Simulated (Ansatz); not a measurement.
# C₃H₁₁BO: one species, many methods

The task here is to estimate one member of a computed series from the others.

The runs use Ansatz 0.2.0, Gaussian basis; functionals in def2-TZVPP, the program's frozen cores in correlated methods.

Plan: LDA (SPW92), PBE-D4, revPBE-D4, BLYP-D4, r2SCAN-D4, B97M-V, PBE0-D4, B3LYP-D4, r2SCANh-D4, r2SCAN0-D4, HSE06-D4, BHLYP-D4, CAM-B3LYP-D4, LC-ωPBE, ωB97X-V, ωB97M-V, B2PLYP, PBE-QIDH; CCSD(T)/def2-SVP; CCSD(T)/def2-TZVPP; MP2/def2-QZVPP; extrapolation to the limit; RPA on PBE.

**The geometry**

The geometry comes from an earlier relaxation with PBE0-D4 in a triple-zeta def2 set; it is a stationary point, not always the lowest conformer.

SMILES `C[OH+][BH-](C)C`, 16 atoms, charge 0, spin multiplicity 1.

Atoms are counted from 1 here; the program's logs count them from 0.

Bond lengths: C1–O2 1.429 Å, C1–H6 1.091 Å, C1–H7 1.087 Å, C1–H8 1.091 Å, O2–B3 1.706 Å, O2–H9 0.964 Å, B3–C4 1.597 Å, B3–C5 1.601 Å, B3–H10 1.215 Å, C4–H11 1.095 Å, C4–H12 1.099 Å, C4–H13 1.094 Å, C5–H14 1.096 Å, C5–H15 1.099 Å, C5–H16 1.095 Å. Angles: O2–C1–H6 109.2°, O2–C1–H7 105.9°, O2–C1–H8 111.1°, H6–C1–H7 110.1°, H6–C1–H8 110.8°, H7–C1–H8 109.6°, C1–O2–B3 117.3°, C1–O2–H9 110.4°, B3–O2–H9 107.7°, O2–B3–C4 102.1°, O2–B3–C5 106.3°, O2–B3–H10 99.3°, C4–B3–C5 116.1°, C4–B3–H10 115.3°, C5–B3–H10 114.8°, B3–C4–H11 109.2°, B3–C4–H12 113.5°, B3–C4–H13 113.5° and more.

Set-up of the first run:

in.yaml reads:

```yaml
crystal:
  periodic: [false, false, false]
  atoms:
    - {symbol: C, position_ang: [-0.157649, 1.923872, 0.897934]}
    - {symbol: O, position_ang: [0.543059, 0.682557, 0.791852]}
    - {symbol: B, position_ang: [0.259104, -0.261230, -0.600752]}
    - {symbol: C, position_ang: [1.250713, -1.493079, -0.378461]}
    - {symbol: C, position_ang: [-1.304468, -0.606883, -0.597894]}
    - {symbol: H, position_ang: [0.223084, 2.478247, 1.756374]}
    - {symbol: H, position_ang: [0.053444, 2.465320, -0.021112]}
    - {symbol: H, position_ang: [-1.232481, 1.760988, 0.987560]}
    - {symbol: H, position_ang: [0.364580, 0.129467, 1.561363]}
    - {symbol: H, position_ang: [0.603380, 0.535856, -1.450797]}
    - {symbol: H, position_ang: [1.205738, -2.152736, -1.251585]}
    - {symbol: H, position_ang: [0.982561, -2.120563, 0.483453]}
    - {symbol: H, position_ang: [2.297477, -1.195216, -0.263631]}
    - {symbol: H, position_ang: [-1.517620, -1.249642, -1.459207]}
    - {symbol: H, position_ang: [-1.623329, -1.176401, 0.286448]}
    - {symbol: H, position_ang: [-1.970595, 0.256844, -0.697144]}
basis:
  gaussian: {orbitals: def2-TZVPP}
hamiltonian: {xc: lda}
output: {orbitals: {seedname: orbitals}}
```

The run is started by

```
$ ansatz run in.yaml --threads 4 --pin off --events-out ev --progress --plain --max-ram 10444MiB
```

Among the steps run: LDA; PBE-D4 (GGA); revPBE-D4 (GGA); BLYP-D4 (GGA); r2SCAN-D4 (meta-GGA); B97M-V (meta-GGA); B3LYP-D4 (hybrid); r2SCANh-D4 (hybrid); r2SCAN0-D4 (hybrid); HSE06-D4 (hybrid); BHLYP-D4 (hybrid); CAM-B3LYP-D4 (range-separated); LC-ωPBE (range-separated); ωB97X-V (range-separated); ωB97M-V (range-separated); B2PLYP (double hybrid); PBE-QIDH (double hybrid).

One of the session's tables, all rows but one given; the rest of the session is left out.

It belongs to the step «Orbital energies across the functionals». 

```
  functional  HOMO (eV)  gap (eV)
 LDA (SPW92)      -6.28      5.45
      PBE-D4      -6.23      5.59
   revPBE-D4      -6.19      5.66
     BLYP-D4      -6.17      5.52
   r2SCAN-D4      -6.51      6.50
      B97M-V      -6.61      6.21
     PBE0-D4      -7.58      7.86
    B3LYP-D4      -7.41      7.33
  r2SCANh-D4      -7.01      7.29
  r2SCAN0-D4          ?         ?
    HSE06-D4      -7.17      7.08
    BHLYP-D4      -8.91      9.88
CAM-B3LYP-D4      -9.03     10.11
     LC-ωPBE     -10.36     12.80
     ωB97X-V     -10.04     12.24
     ωB97M-V      -9.90     11.66
```

**Question.** Estimate the row for r2SCAN0-D4.

Worked estimate for «HOMO (eV)». Against the share of exact exchange, r2SCAN-D4 (0, -6.51), r2SCANh-D4 (0.1, -7.01) give a slope of -5.00 per unit share; at 0.25 the line stands at -7.76.

The run gave: HOMO (eV): -7.76; gap (eV): 8.45. In «HOMO (eV)» the line misses by 0.00.
